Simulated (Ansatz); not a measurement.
# C2H7NOSi: the cost of one run

All numbers below are computed with Ansatz 0.2.0 (RKS PBE0-D4/def2-SVP).

### Step 1. The starting structure

Bond lengths: N1–Si2 1.631 Å, Si2–C3 1.850 Å, C3–O4 1.516 Å, Si2–C5 1.860 Å, O4–C5 1.468 Å, N1–H6 1.029 Å, N1–H7 1.056 Å, Si2–H8 1.449 Å, C3–H9 1.047 Å, C3–H10 1.103 Å, C5–H11 1.128 Å, C5–H12 1.104 Å. Angles (14 of 22 angles, heavy atoms first): N1–Si2–C3 116.2°, N1–Si2–C5 115.9°, C3–Si2–C5 72.3°, Si2–C3–O4 91.8°, C3–O4–C5 94.3°, Si2–C5–O4 93.0°, N1–Si2–H8 113.2°, C3–Si2–H8 117.9°, C5–Si2–H8 115.5°, Si2–N1–H6 115.1°, Si2–N1–H7 110.9°, Si2–C3–H9 117.4°, Si2–C3–H10 116.0°, O4–C3–H9 109.2°.

As a file:

```xyz
12

N    -1.8291    0.5682    0.1032
Si   -0.6099   -0.5134    0.0303
C     0.6757   -0.2090   -1.2645
O     1.5165    0.6101   -0.3049
C     0.9621   -0.0255    0.8964
H    -2.2860    0.6490    1.0211
H    -1.4732    1.5486   -0.0640
H    -1.0451   -1.8787    0.2474
H     0.4058    0.3872   -2.0816
H     1.2918   -1.0786   -1.5478
H     0.8346    0.7104    1.7412
H     1.6338   -0.8235    1.2570
```

### Step 2. Relaxing end A

Contents of input.yaml:

```yaml
crystal:
  periodic: [false, false, false]
  atoms:
    - { symbol: "N", position_ang: [-1.8291, 0.5682, 0.1032] }
    - { symbol: Si, position_ang: [-0.6099, -0.5134, 0.0303] }
    - { symbol: C, position_ang: [0.6757, -0.209, -1.2645] }
    - { symbol: O, position_ang: [1.5165, 0.6101, -0.3049] }
    - { symbol: C, position_ang: [0.9621, -0.0255, 0.8964] }
    - { symbol: H, position_ang: [-2.286, 0.649, 1.0211] }
    - { symbol: H, position_ang: [-1.4732, 1.5486, -0.064] }
    - { symbol: H, position_ang: [-1.0451, -1.8787, 0.2474] }
    - { symbol: H, position_ang: [0.4058, 0.3872, -2.0816] }
    - { symbol: H, position_ang: [1.2918, -1.0786, -1.5478] }
    - { symbol: H, position_ang: [0.8346, 0.7104, 1.7412] }
    - { symbol: H, position_ang: [1.6338, -0.8235, 1.257] }
basis:
  gaussian: { orbitals: def2-SVP }
hamiltonian:
  xc: pbe0
  dispersion: d4
relax:
  f_tol: 0.015
  max_steps: 40
output:
  orbitals: {}
```

The run is started by

```sh
> ansatz run input.yaml --threads 2 --pin off --max-ram 3072MiB --backend cpu --events-out ev --progress --plain --runs-dir out
```

Q: Estimate wall time and peak memory on 2 threads of AMD EPYC 7B13 (Zen 3), shared host.

About 35 s, with a peak of 0.27 GiB.
